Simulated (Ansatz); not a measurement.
# AlF3H2Se: one species, many methods

The task here is to estimate one member of a computed series from the others.

Method: functionals in def2-TZVPP, the program's frozen cores in correlated methods; program: Ansatz 0.2.0, Gaussian basis.

The runs, in order: LDA (SPW92), PBE-D4, revPBE-D4, BLYP-D4, r2SCAN-D4, B97M-V, PBE0-D4, B3LYP-D4, r2SCANh-D4, r2SCAN0-D4, HSE06-D4, BHLYP-D4, CAM-B3LYP-D4, LC-ωPBE, ωB97X-V, ωB97M-V, B2PLYP, PBE-QIDH; CCSD(T)/def2-SVP; CCSD(T)/def2-TZVPP; MP2/def2-QZVPP; extrapolation to the limit; RPA on PBE.

## Structure used throughout

The geometry comes from an earlier relaxation with PBE0-D4 in a triple-zeta def2 set; it is a stationary point, not always the lowest conformer.

7 atoms, charge 0, spin multiplicity 1.

Atoms are counted from 1 here; the program's logs count them from 0.

Bond lengths: F1–Al2 1.649 Å, Al2–F3 1.650 Å, Al2–F4 1.649 Å, Al2–Se5 2.593 Å, Se5–H6 1.470 Å, Se5–H7 1.470 Å. Angles: F1–Al2–F3 117.3°, F1–Al2–F4 118.5°, F1–Al2–Se5 98.1°, F3–Al2–F4 117.3°, F3–Al2–Se5 99.9°, F4–Al2–Se5 98.2°, Al2–Se5–H6 93.7°, Al2–Se5–H7 93.8°, H6–Se5–H7 91.6°.

Set-up of the first run:

Input file in.yaml:

```yaml
crystal:
  periodic: [false, false, false]
  atoms:
    - {symbol: F, position_ang: [0.566921, -1.065045, 1.835366]}
    - {symbol: Al, position_ang: [0.257769, -1.027924, 0.216060]}
    - {symbol: F, position_ang: [-1.290263, -1.333428, -0.267271]}
    - {symbol: F, position_ang: [1.470339, -1.431794, -0.825820]}
    - {symbol: Se, position_ang: [0.329153, 1.542773, -0.112107]}
    - {symbol: H, position_ang: [-0.967632, 1.758635, 0.545097]}
    - {symbol: H, position_ang: [-0.304986, 1.488784, -1.436926]}
basis:
  gaussian: {orbitals: def2-TZVPP}
hamiltonian: {xc: lda}
output: {orbitals: {seedname: orbitals}}
```

The run is started by

```console
$ ansatz run in.yaml --threads 4 --pin off --events-out ev --progress --plain --max-ram 10444MiB
```

Among the steps run: LDA; PBE-D4 (GGA); revPBE-D4 (GGA); BLYP-D4 (GGA); r2SCAN-D4 (meta-GGA); B97M-V (meta-GGA); B3LYP-D4 (hybrid); r2SCANh-D4 (hybrid); r2SCAN0-D4 (hybrid); HSE06-D4 (hybrid); BHLYP-D4 (hybrid); CAM-B3LYP-D4 (range-separated); LC-ωPBE (range-separated); ωB97X-V (range-separated); ωB97M-V (range-separated); B2PLYP (double hybrid); PBE-QIDH (double hybrid).

One of the session's tables, all rows but one given; the rest of the session is left out.

It belongs to the step «Orbital energies across the functionals». 

| functional | HOMO (eV) | gap (eV) |
| --- | --- | --- |
| LDA (SPW92) | -8.29 | 5.94 |
| PBE-D4 | -8.11 | 5.87 |
| revPBE-D4 | -8.05 | 5.86 |
| BLYP-D4 | -7.97 | 5.80 |
| r2SCAN-D4 | -8.47 | 6.47 |
| B97M-V | -8.56 | 6.51 |
| PBE0-D4 | -9.49 | 8.17 |
| B3LYP-D4 | -9.23 | 7.64 |
| r2SCANh-D4 | -8.98 | 7.31 |
| r2SCAN0-D4 | -9.72 | 8.55 |
| HSE06-D4 | -9.09 | 7.38 |
| BHLYP-D4 | -10.67 | 10.28 |
| CAM-B3LYP-D4 | -10.82 | 10.59 |
| LC-ωPBE | -12.16 | 13.19 |
| ωB97X-V | ? | ? |
| ωB97M-V | -11.65 | 12.34 |

Estimate the missing values for ωB97X-V.

As computed: HOMO (eV): -11.81; gap (eV): 12.68. In the column «HOMO (eV)» it lies between LC-ωPBE (-12.16) and ωB97M-V (-11.65).
